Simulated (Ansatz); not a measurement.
**CH6GaInO: one species, many methods**

One table from this session's results is given with a row withheld; the runs are named, their logs left out.

Method: functionals in def2-TZVPP, the program's frozen cores in correlated methods; program: Ansatz 0.2.0, Gaussian basis.

Levels to be run: LDA (SPW92), PBE-D4, revPBE-D4, BLYP-D4, r2SCAN-D4, B97M-V, PBE0-D4, B3LYP-D4, r2SCANh-D4, r2SCAN0-D4, HSE06-D4, BHLYP-D4, CAM-B3LYP-D4, LC-ωPBE, ωB97X-V, ωB97M-V, B2PLYP, PBE-QIDH; CCSD(T)/def2-SVP; CCSD(T)/def2-TZVPP; MP2/def2-QZVPP; extrapolation to the limit; RPA on PBE.

## Structure used throughout

An earlier PBE0-D4 in a triple-zeta def2 set relaxation fixed the geometry. In takes the def2 core potential; no spin-orbit term is included.

SMILES `[CH3][In]([OH])[GaH2]`, 10 atoms, charge 0, spin multiplicity 1.

Atoms are counted from 1 here; the program's logs count them from 0.

Bond lengths: C1–In2 2.148 Å, C1–H5 1.090 Å, C1–H6 1.091 Å, C1–H7 1.091 Å, In2–O3 2.008 Å, In2–Ga4 2.622 Å, O3–H8 0.959 Å, Ga4–H9 1.577 Å, Ga4–H10 1.577 Å. Angles: In2–C1–H5 108.3°, In2–C1–H6 110.9°, In2–C1–H7 110.5°, H5–C1–H6 109.5°, H5–C1–H7 109.3°, H6–C1–H7 108.2°, C1–In2–O3 106.3°, C1–In2–Ga4 136.8°, O3–In2–Ga4 116.9°, In2–O3–H8 115.0°, In2–Ga4–H9 121.6°, In2–Ga4–H10 121.6°, H9–Ga4–H10 116.8°.

Set-up of the first run:

in.yaml reads:

```yaml
crystal:
  periodic: [false, false, false]
  atoms:
    - {symbol: C, position_ang: [0.703753, 1.958903, 0.222992]}
    - {symbol: In, position_ang: [-0.124890, -0.022389, 0.227319]}
    - {symbol: O, position_ang: [-1.087637, -0.228204, 1.977081]}
    - {symbol: Ga, position_ang: [-0.165463, -2.079273, -1.397854]}
    - {symbol: H, position_ang: [0.394487, 2.462204, 1.139412]}
    - {symbol: H, position_ang: [0.351560, 2.525416, -0.640569]}
    - {symbol: H, position_ang: [1.793743, 1.917823, 0.183181]}
    - {symbol: H, position_ang: [-1.509219, -1.079042, 2.109928]}
    - {symbol: H, position_ang: [-1.306063, -2.261981, -2.471657]}
    - {symbol: H, position_ang: [0.949738, -3.193466, -1.349833]}
basis:
  gaussian: {orbitals: def2-TZVPP}
hamiltonian: {xc: lda}
output: {orbitals: {seedname: orbitals}}
```

The run is started by

```
$ ansatz run in.yaml --threads 2 --pin off --events-out ev --progress --plain --max-ram 31744MiB --backend cpu
```

Steps of the session up to this table: LDA; PBE-D4 (GGA); revPBE-D4 (GGA); BLYP-D4 (GGA); r2SCAN-D4 (meta-GGA); B97M-V (meta-GGA); PBE0-D4 (hybrid); B3LYP-D4 (hybrid); r2SCANh-D4 (hybrid); r2SCAN0-D4 (hybrid); HSE06-D4 (hybrid); BHLYP-D4 (hybrid); CAM-B3LYP-D4 (range-separated); LC-ωPBE (range-separated); ωB97X-V (range-separated); ωB97M-V (range-separated); B2PLYP (double hybrid); PBE-QIDH (double hybrid).

One of the session's tables, all rows but one given; the rest of the session is left out.

It belongs to the step «Orbital energies across the functionals». 

| functional | HOMO (eV) | LUMO (eV) | gap (eV) |
| --- | --- | --- | --- |
| LDA (SPW92) | -5.94 | -3.31 | 2.63 |
| PBE-D4 | -5.77 | -3.04 | 2.72 |
| revPBE-D4 | -5.70 | -2.92 | 2.78 |
| BLYP-D4 | -5.62 | -2.97 | 2.65 |
| r2SCAN-D4 | -6.00 | -2.84 | 3.16 |
| B97M-V | ? | ? | ? |
| PBE0-D4 | -6.80 | -2.31 | 4.49 |
| B3LYP-D4 | -6.60 | -2.55 | 4.05 |
| r2SCANh-D4 | -6.38 | -2.58 | 3.80 |
| r2SCAN0-D4 | -6.96 | -2.20 | 4.75 |
| HSE06-D4 | -6.41 | -2.67 | 3.74 |
| BHLYP-D4 | -7.71 | -1.61 | 6.10 |
| CAM-B3LYP-D4 | -8.00 | -1.44 | 6.56 |
| LC-ωPBE | -9.25 | -0.31 | 8.94 |
| ωB97X-V | -8.92 | -0.45 | 8.47 |
| ωB97M-V | -8.78 | -0.69 | 8.10 |

Estimate the missing values for B97M-V.

The run gave: HOMO (eV): -6.03; LUMO (eV): -3.03; gap (eV): 3.00. In the column «HOMO (eV)» it lies between r2SCANh-D4 (-6.38) and r2SCAN-D4 (-6.00).
